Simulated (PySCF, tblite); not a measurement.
# C6H8F2Si: geometry, infrared bands and NMR shifts

What infrared bands and NMR shifts should C6H8F2Si (`FC1=CC[C@](F)([SiH3])C=C1`) show?

Computed with tblite 0.8.0 and PySCF 2.14.0, with density-fitted response routines of our own, on a single molecule in the gas phase. Atoms count from 0, in the outputs and in this text.

## (1) The molecule as given

17 atoms, charge 0, multiplicity 1; geometry from: force field or distance geometry start.

Bonds of the start (Å): F0–C1 1.36, C1–C2 1.33, C2–C3 1.52, C3–C4 1.55, C4–F5 1.38, C4–Si6 1.91, C4–C7 1.53, C7–C8 1.34, C8–C1 1.43, C2–H9 1.08, C3–H10 1.11, C3–H11 1.09, Si6–H12 1.50, Si6–H13 1.49, Si6–H14 1.50, C7–H15 1.08, C8–H16 1.08.

## (2) Geometry optimisation with GFN2-xTB

What the job is given:

```
{"job": {"kind": "relax", "xc": "GFN2-xTB", "basis": "xTB"}, "charge": 0, "multiplicity": 1}
F      3.517600    -0.232300     0.510000
C      2.177300    -0.094800     0.305000
C      1.420000     0.408300     1.282300
C     -0.082900     0.549900     1.111000
C     -0.613400     0.383200    -0.334200
F     -0.762300     1.656200    -0.845500
Si    -2.375400    -0.363800    -0.380400
C      0.363800    -0.337500    -1.257700
C      1.647100    -0.558000    -0.934700
H      1.857300     0.721800     2.220000
H     -0.532600    -0.205400     1.787500
H     -0.383600     1.526000     1.498800
H     -2.357000    -1.747500     0.187000
H     -2.895600    -0.442200    -1.771600
H     -3.314400     0.445900     0.459100
H      0.001200    -0.653100    -2.229300
H      2.325900    -1.044500    -1.617400
```

Run with:

```console
> OMP_NUM_THREADS=1 python probes_run.py task.json out
```

This one command runs all jobs of the session in turn.

**Question.** This job is followed by: GFN2-xTB harmonic vibrations, gas phase; GIAO PBE0/pcSseg-1 NMR shielding, non-relativistic, gas phase. What will the session give for the following? strongest single infrared mode (GFN2-xTB); zero-point energy (GFN2-xTB); 13C shifts against TMS (PBE0/pcSseg-1); 1H shifts against TMS (PBE0/pcSseg-1, means over atoms taken as alike); 19F shifts against CFCl3 (PBE0/pcSseg-1); 29Si shifts against TMS (PBE0/pcSseg-1).

As calculated:

| quantity | value |
| --- | --- |
| strongest single infrared mode (GFN2-xTB) | 782 cm⁻¹, 338 km/mol |
| zero-point energy (GFN2-xTB) | 73.1 kcal/mol |
| 13C shifts against TMS (PBE0/pcSseg-1) | 166.5, 134.4, 132.1, 109.9, 85.8, 36.4 ppm |
| 1H shifts against TMS (PBE0/pcSseg-1, means over atoms taken as alike) | 6.51, 6.32, 5.67, 3.99, 3.22, 2.80 ppm |
| 19F shifts against CFCl3 (PBE0/pcSseg-1) | -120.2, -173.9 ppm |
| 29Si shifts against TMS (PBE0/pcSseg-1) | -59.7 ppm |

The optimisation took 68 steps and gained 0.137 eV; among the close pairs (by a distance rule), C4–F5 changed most, from 1.380 to 1.422 Å. No mode is imaginary among the 45: a minimum at this level. The strongest single mode, at 782 cm⁻¹, has its largest shares on H14, H13 and H12 (the list is cut at 3 atoms). Unscaled tight-binding wavenumbers are off by several per cent, some by more. Its intensities can rank the bands wrongly.
